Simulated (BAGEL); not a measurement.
**GeH2Br (SMILES [GeH2][Br]): UHF/6-31G(d) (density fitting with qzvpp-jkfit, spherical functions)**

What is the vertical ionisation energy of GeH2Br at UHF/6-31G* (density fitting with qzvpp-jkfit, spherical functions)? 

Program for the calculation: BAGEL 1.2.2.

1 further run of the same task is left out (set aside as unsound or not needed).

### 1 The molecule

GeH2Br has 4 atoms, charge 0, and is taken as a doublet. As SMILES, `[GeH2][Br]`. Geometry: relaxed at PBE0-D4/def2-TZVP.

Bond lengths: Ge1–Br2 2.308 Å, Ge1–H3 1.546 Å, Ge1–H4 1.546 Å. Angles: Br2–Ge1–H3 107.1°, Br2–Ge1–H4 107.1°, H3–Ge1–H4 111.8°.

### 2 A single-point energy at UHF/6-31G(d) (density fitting with qzvpp-jkfit, spherical functions)

The input, calc.json:

```json
{ "bagel": [

{
  "title": "molecule",
  "basis": "6-31gs.json",
  "df_basis": "qzvpp-jkfit",
  "angstrom": true,
  "geometry": [
    { "atom": "Ge", "xyz": [    0.070100,   -0.433600,   -0.287800 ] },
    { "atom": "Br", "xyz": [    1.030500,    0.294100,    1.680700 ] },
    { "atom": "H", "xyz": [   -1.452500,   -0.535300,   -0.040300 ] },
    { "atom": "H", "xyz": [    0.407400,    0.614600,   -1.372800 ] }
  ]
},
{ "title": "uhf", "nopen": 1 },
{ "title": "print", "file": "orbitals.molden", "orbitals": true }

]}
```

The basis set 6-31G* is read from a file made from the Basis Set Exchange's data (not shown).

Command:

```bash
$ BAGEL_NUM_THREADS=1 BAGEL calc.json > calc.out
```

Log:

```text
* using 1 threads per process

  ===============================================================
  ===============================================================

  *** Geometry ***

  { "atom" : "Ge", "xyz" : [      0.132470,     -0.819385,     -0.543863 ] },
  { "atom" : "Br", "xyz" : [      1.947363,      0.555768,      3.176063 ] },
  { "atom" : "H", "xyz" : [     -2.744827,     -1.011570,     -0.076156 ] },
  { "atom" : "H", "xyz" : [      0.769874,      1.161426,     -2.594216 ] },

  Number of auxiliary basis functions:      568

  Since a DF basis is specified, we compute 2- and 3-index integrals:
    o Being stored without compression. Storage requirement is 0.021 GB

  Number of basis functions:       68
  Number of electrons      :       69

    * METHOD: MOLECULE                             0.29

  *** Open-shell HF ***

  === Nuclear Repulsion ===
   290.7302697315

      * DIIS with orbital gradients will be used.

  === UHF iteration (6-31gs.json) ===
      0      -4648.30592254          0.01271124           0.16
      1      -4648.34117338          0.00693284           0.16
      2      -4648.34700141          0.00406238           0.15
      3      -4648.34841518          0.00078310           0.15
      4      -4648.34880516          0.00032711           0.15
      5      -4648.34886572          0.00011696           0.15
      6      -4648.34888322          0.00004846           0.15
      7      -4648.34888836          0.00001973           0.15
      8      -4648.34888987          0.00000691           0.15
      9      -4648.34889024          0.00000296           0.15
     10      -4648.34889031          0.00000137           0.15
     11      -4648.34889033          0.00000061           0.15
     12      -4648.34889033          0.00000026           0.15
     13      -4648.34889033          0.00000011           0.15
     14      -4648.34889033          0.00000006           0.15
     15      -4648.34889033          0.00000003           0.15
     16      -4648.34889033          0.00000001           0.15
     17      -4648.34889033          0.00000001           0.15
    * SCF iteration converged.

    * S^2 (UHF) is 0.7540

    * Permanent dipole moment:
           (    0.377907,     0.293709,     0.781018) a.u.

    * METHOD: UHF                                  3.01

    * METHOD: PRINT                                0.01

  ===============================================================
```

It took 3.6 s on 1 thread of Arm Neoverse V2, shared host; peak memory 0.12 GiB.

### 3 The singlet cation

The input, input.json:

```json
{ "bagel": [

{
  "title": "molecule",
  "basis": "6-31gs.json",
  "df_basis": "qzvpp-jkfit",
  "angstrom": true,
  "geometry": [
    { "atom": "Ge", "xyz": [       0.070100,      -0.433600,      -0.287800 ] },
    { "atom": "Br", "xyz": [       1.030500,       0.294100,       1.680700 ] },
    { "atom": "H", "xyz": [      -1.452500,      -0.535300,      -0.040300 ] },
    { "atom": "H", "xyz": [       0.407400,       0.614600,      -1.372800 ] }
  ]
},

{
  "title": "hf",
  "charge": 1
},

{
  "title": "print",
  "file": "orbitals.molden",
  "orbitals": true
}

]}
```

The basis set 6-31G* is read from a file made from the Basis Set Exchange's data (not shown).

Command:

```bash
$ BAGEL_NUM_THREADS=1 BAGEL input.json > input.out
```

Log:

```text
* using 1 threads per process

  ===============================================================
  ===============================================================

  *** Geometry ***

  { "atom" : "Ge", "xyz" : [      0.132470,     -0.819385,     -0.543863 ] },
  { "atom" : "Br", "xyz" : [      1.947363,      0.555768,      3.176063 ] },
  { "atom" : "H", "xyz" : [     -2.744827,     -1.011570,     -0.076156 ] },
  { "atom" : "H", "xyz" : [      0.769874,      1.161426,     -2.594216 ] },

  Number of auxiliary basis functions:      568

  Since a DF basis is specified, we compute 2- and 3-index integrals:
    o Being stored without compression. Storage requirement is 0.021 GB

  Number of basis functions:       68
  Number of electrons      :       69

    * METHOD: MOLECULE                             0.29

  *** RHF ***

  === Nuclear Repulsion ===
   290.7302697315

      * DIIS with orbital gradients will be used.

  === RHF iteration (6-31gs.json) ===
      0      -4647.95181321          0.00972373           0.08
      1      -4648.01274510          0.00612665           0.08
      2      -4648.02919106          0.00105283           0.07
      3      -4648.02997786          0.00035401           0.08
      4      -4648.03010902          0.00012541           0.08
      5      -4648.03014231          0.00005705           0.07
      6      -4648.03014873          0.00002686           0.07
      7      -4648.03015006          0.00000680           0.08
      8      -4648.03015014          0.00000157           0.07
      9      -4648.03015015          0.00000066           0.08
     10      -4648.03015015          0.00000031           0.08
     11      -4648.03015015          0.00000013           0.08
     12      -4648.03015015          0.00000005           0.08
     13      -4648.03015015          0.00000002           0.07
     14      -4648.03015015          0.00000001           0.08
    * SCF iteration converged.

    * Permanent dipole moment:
           (    0.768517,     0.862543,     1.817048) a.u.

    * METHOD: HF                                   1.40

    * METHOD: PRINT                                0.01

  ===============================================================
```

It took 1.9 s on 1 thread of Arm Neoverse V2, shared host; peak memory 0.12 GiB.

### 4 Outcome

Level: UHF/6-31G* (density fitting with qzvpp-jkfit, spherical functions).

| quantity | value |
| --- | --- |
| doublet GeH2Br: total energy | -4648.34889 Eh |
| doublet GeH2Br: dipole moment | 2.33 D |
| doublet GeH2Br: ⟨S²⟩ | 0.754 |
| singlet cation: total energy | -4648.03015 Eh |
| singlet cation: HOMO energy | -17.14 eV |
| singlet cation: LUMO energy | -7.85 eV |
| singlet cation: HOMO–LUMO gap | 9.29 eV |
| vertical ionisation energy (to the singlet cation) | 8.673 eV |

In words: The vertical ionisation energy comes to 8.67 eV (837 kJ/mol). Only the singlet of the ionised species was computed; a triplet could lie lower.
